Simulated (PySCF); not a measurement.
# CH3Cl5Co ([CoMeCl5]3-): the cost of one run

Computed with PySCF 2.14.0 and routines of our own; the level stands in each step. Atoms count from 0.

### Step 1. The system as given

10 atoms, charge -3, multiplicity 1; geometry from: GFN2-xTB.

### Step 2. Magnetic properties: GIAO B3LYP/def2-SVP Co:def2-TZVP

What the job is given:

```
{"job": {"kind": "mag", "xc": "B3LYP", "basis": {"default": "def2-SVP", "Co": "def2-TZVP"}}, "charge": -3, "multiplicity": 1}
Co    -0.006960     0.004580    -0.639370
C      0.010380    -0.006770     1.337600
H     -0.993270    -0.216080     1.709740
H      0.343240     0.965490     1.703190
H      0.696520    -0.779870     1.686470
Cl     0.012870    -0.010870    -3.145600
Cl     2.250630     0.004010    -0.636040
Cl    -2.277500     0.020980    -0.689000
Cl    -0.008490     2.273490    -0.682960
Cl    -0.027440    -2.254960    -0.644040
```

Level: GIAO B3LYP/def2-SVP Co:def2-TZVP magnetisability, rotational g tensor and spin-rotation constants, non-relativistic, gas phase.

On the command line:

```
$ OMP_NUM_THREADS=1 python excited_run.py task.json out
```

One launch serves the whole session: the jobs run in the order shown.

**Question.** How long does this first job take on 1 thread of Arm Neoverse V1, shared host, and how much memory does it need?

About 48 s, with a peak of 1.3 GiB.
